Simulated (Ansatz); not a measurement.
NiMoIrPdW:

```
Ni Mo Pd Ir W
1.0
    -1.37004    1.37004    9.71647
     1.37004   -1.37004    9.71647
     1.37004    1.37004   -9.71647
Ni Mo Pd Ir W
1 1 1 1 1
Direct
  0.19862 0.19862 0.00000
  0.60922 0.60922 0.00000
  0.79310 0.79310 0.00000
  0.39944 0.39944 0.00000
  0.99565 0.99565 0.00000
```

The cell was built by a generator and needn't be a form met in nature.

Base run:

```yaml
Program: Ansatz 0.2.0
Functional: PBE
Potentials_or_basis: Ansatz PAW
Cutoff: "420 eV (not typed: the program's choice for these potentials)"
k_mesh: 13 × 13 × 13
Occupations: fermi-dirac, width 0.05 eV
Spin: collinear spin, ferromagnetic start
Starting_moments: "[1.0, 1.0, 0.0, 0.6, 0.0] μB"
```

Its results: band gap on the k mesh none (metal or under the smearing width); pressure 0.0 GPa; net moment 0.00 μB per cell; largest force 0.032 eV/Å.

Task: The run is repeated on the same cell with these changes: functional from PBE to LDA. What comes out?

Result: Band gap on the k mesh none (metal or under the smearing width); pressure -14.7 GPa; net moment 0.00 μB per cell; largest force 0.264 eV/Å.

LDA binds more tightly than PBE, so the same cell stands under less pressure.

Caveats: the starting moments weren't kept; spin-orbit coupling is left out, which moves the levels of the heavy elements (some runs); the PAW data sets come from PBE, with cores solved anew for the run's functional, which leaves a small shift of forces and pressure (some runs).
